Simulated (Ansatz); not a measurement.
# B2PLYP/def2-SVP (core potential) run of InCNClF (SMILES N#[C][In]([F])[Cl])

Aim: the vertical singlet–triplet gap of InCNClF at B2PLYP/def2-SVP (core potential), from 2 runs. 

Program for the calculation: Ansatz 0.2.0.

127 further runs of the same task are left out: 7 that didn't finish, 120 set aside as unsound or not needed.

**1. The system as given**

InCNClF: 5 atoms, total charge 0, spin state singlet. SMILES: `N#[C][In]([F])[Cl]`. Geometry: relaxed at PBE0-D4/def2-TZVP.

Bond lengths: N1–C2 1.152 Å, C2–In3 2.082 Å, In3–F4 1.924 Å, In3–Cl5 2.280 Å. Angles: N1–C2–In3 178.9°, C2–In3–F4 118.2°, C2–In3–Cl5 125.8°, F4–In3–Cl5 115.9°.

**2. The energy at B2PLYP/def2-SVP (core potential)**

input.yaml reads:

```yaml
crystal:
  periodic: [false, false, false]
  atoms:
    - symbol: N
      position_ang: [-1.392600, 1.451400, 1.648800]
    - symbol: C
      position_ang: [-0.781900, 0.784400, 0.934900]
    - symbol: In
      position_ang: [0.330400, -0.389600, -0.376400]
    - symbol: F
      position_ang: [0.434400, -2.280900, -0.039700]
    - symbol: Cl
      position_ang: [1.459700, 0.361000, -2.209100]
basis:
  gaussian:
    orbitals: def2-SVP
hamiltonian:
  xc: {name: B2PLYP}
correlation:
  frozen_orbitals: {C: 1, Cl: 5, F: 1, In: 4, "N": 1}
accuracy: high
output: {orbitals: {seedname: orbitals}}
```

Launch:

```sh
ansatz run input.yaml --threads 1 --pin off --max-ram 3480MiB --events-out events.jsonl --progress --plain --runs-dir runs
```

The log of the run:

```text
Warning: RAYON_NUM_THREADS=1 ignored (pool sized by the plan → 1); use --threads N
Functional definition: B2PLYP
  name "B2PLYP"
  parameter a = 0.53
  parameter c = 0.27
  exchange = (1 - a)*b88_x + a*exact_x
  correlation = (1 - c)*lyp_c + c*(mp2_os + mp2_ss)
1856 factors; integrals over basis functions are off by at most 7.9e-9 eV
mean field evaluation 1: about -22906.1012 eV, gradient 4.9e1 eV
mean field evaluation 2: about -22906.4290 eV, gradient 4.9e1 eV
mean field evaluation 4: about -22911.4132 eV, gradient 6.8e0 eV
mean field evaluation 8: about -22911.5422 eV, gradient 1.2e0 eV
mean field evaluation 16: about -22911.5451 eV, gradient 3.4e-4 eV
mean field -22911.54508739 eV, -841.9837519586 hartree, gradient 4.4e-9 eV, S^2 0.000000; 0 other end points of the search recorded, 0 dependent functions left out
12 core orbitals not correlated: weight in the atoms' cores, before any rotation towards them, 1.000 or more for the frozen orbitals, at most 0.000 for the correlated occupied ones
reference -22911.54511234 eV, -841.9837528754 hartree; 18, 18 occupied and 56, 56 virtual orbitals, 1856 factors
second order -22.81283863 eV of doubles, -0.00000000 eV of singles
Total energy: -22917.70457877 eV, -842.2101090916 hartree
```

Run time: 22 s. Hardware: 1 thread of Arm Neoverse N1, shared host; peak memory 0.3 GiB.

**3. The triplet**

in.yaml reads:

```yaml
crystal:
  periodic: [false, false, false]
  atoms:
    - {symbol: N, position_ang: [-1.392600, 1.451400, 1.648800]}
    - {symbol: C, position_ang: [-0.781900, 0.784400, 0.934900]}
    - {symbol: In, position_ang: [0.330400, -0.389600, -0.376400]}
    - {symbol: F, position_ang: [0.434400, -2.280900, -0.039700]}
    - {symbol: Cl, position_ang: [1.459700, 0.361000, -2.209100]}
basis:
  gaussian:
    orbitals: def2-SVP
magnetization:
  spin_polarized: true
  initial_magnetization: 2
hamiltonian:
  xc: {name: B2PLYP}
correlation:
  frozen_orbitals: {C: 1, Cl: 5, F: 1, In: 4, "N": 1}
accuracy: high
output: {orbitals: {seedname: orbitals}}
```

Launch:

```sh
ansatz run in.yaml --threads 1 --pin off --max-ram 3480MiB --events-out events.jsonl --progress --plain --runs-dir runs
```

The log of the run, shortened:

```text
Warning: RAYON_NUM_THREADS=1 ignored (pool sized by the plan → 1); use --threads N
Functional definition: B2PLYP
  name "B2PLYP"
[...]
1856 factors; integrals over basis functions are off by at most 7.9e-9 eV
[...]
mean field -22905.75588907 eV, -841.7710028444 hartree, gradient 2.0e-8 eV, S^2 2.011591; 8 other end points of the search recorded, 0 dependent functions left out
12 core orbitals not correlated: weight in the atoms' cores, before any rotation towards them, 1.000 or more for the frozen orbitals, at most 0.000 for the correlated occupied ones
reference -22905.75591386 eV, -841.7710037554 hartree; 19, 17 occupied and 55, 57 virtual orbitals, 1856 factors
second order -22.36313889 eV of doubles, -0.00000000 eV of singles
Total energy: -22911.79396136 eV, -841.9928979083 hartree
```

It took 1.8 min on 1 thread of Arm Neoverse N1, shared host; peak memory 0.64 GiB.

**4. Outcome**

Level: B2PLYP/def2-SVP (core potential), 12 core orbitals frozen.

| quantity | value |
| --- | --- |
| singlet: total energy | -842.21011 Eh |
| singlet: HOMO energy (SCF part's orbitals) | -10.97 eV |
| singlet: LUMO energy (SCF part's orbitals) | -1.50 eV |
| singlet: HOMO–LUMO gap (SCF part's orbitals) | 9.47 eV |
| triplet: total energy | -841.99290 Eh |
| triplet: HOMO energy (SCF part's orbitals) (highest over α and β) | -5.18 eV |
| triplet: ⟨S²⟩ | 2.012 |
| vertical energy of the triplet above the singlet | 5.911 eV |

At this shape the triplet lies 5.91 eV (570 kJ/mol) above the singlet.
